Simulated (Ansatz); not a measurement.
This script drives Ansatz 0.2.0 through its Python package.

`clh3sesi.py`
```python
from dataclasses import dataclass

import ansatz
import numpy as np


@dataclass(frozen=True)
class Options:
    basis: str = "def2-SVP"
    functional: str = "pbe"


opts = Options()

GEOMETRY = """
Cl   -2.38850    0.10660   -0.11170
Si   -0.37080   -0.06100   -0.35970
Se    0.63360    0.31080    1.62660
H     0.01270   -1.40820   -0.82860
H     0.11820    0.91120   -1.36400
H     2.03680    0.07650    0.99120
"""

clh3sesi = ansatz.Crystal.molecule()
for line in GEOMETRY.strip().splitlines():
    symbol, *xyz = line.split()
    clh3sesi = clh3sesi.atom(symbol, [float(v) for v in xyz])

model = clh3sesi.calculation().basis(gaussian=opts.basis).functional(opts.functional)
symbols = [site.symbol for site in clh3sesi.cartesian_sites]
pairs = [(0, 1), (1, 2), (1, 3), (1, 4), (2, 5)]
print("held (A)   E (eV)        ", "  ".join(f"{symbols[i]}{i}-{symbols[j]}{j}" for i, j in pairs))
for length in [1.43, 1.56, 1.68, 1.87, 2.1]:
    report = model.relax(constraints=[ansatz.DistanceConstraint((2, 5), at=length)], force_tolerance=0.02, max_steps=60).run(threads=1, pin="off").report
    xyz = np.array(report["positions_ang"])
    print(f"{length:6.2f} {report['free_energy_ev']:14.5f}  ", "  ".join(f"{np.linalg.norm(xyz[i] - xyz[j]):.3f}" for i, j in pairs))
```

It is started by `python clh3sesi.py`. Estimate its wall time and peak memory on 1 thread of Arm Neoverse V2 (shared host).

It took about 47 s, with a peak of 0.2 GiB, for 5 runs of the engine.

```console
$ python clh3sesi.py
held (A)   E (eV)         Cl0-Si1  Si1-Se2  Si1-H3  Si1-H4  Se2-H5
DeckWarning: relax.constraints: the input's atoms, or those drawn, lie off the distances that are held; a relaxation that starts there is brought onto them ahead of its first SCF, by positions alone, [...]
  1.43   -85766.92654   2.078  2.297  1.501  1.501  1.430
  1.56   -85766.91812   2.079  2.297  1.502  1.502  1.560
  1.68   -85766.69116   2.080  2.297  1.502  1.502  1.680
  1.87   -85766.13789   2.082  2.294  1.501  1.501  1.870
  2.10   -85765.38972   2.084  2.291  1.501  1.501  2.100
```
(Warnings from the package without file and line, shortened, repeats left out.)

Total energies depend on the basis set; only differences at equal settings carry meaning. The energies are electronic: no zero-point or thermal terms, and the basis set is short of its limit.
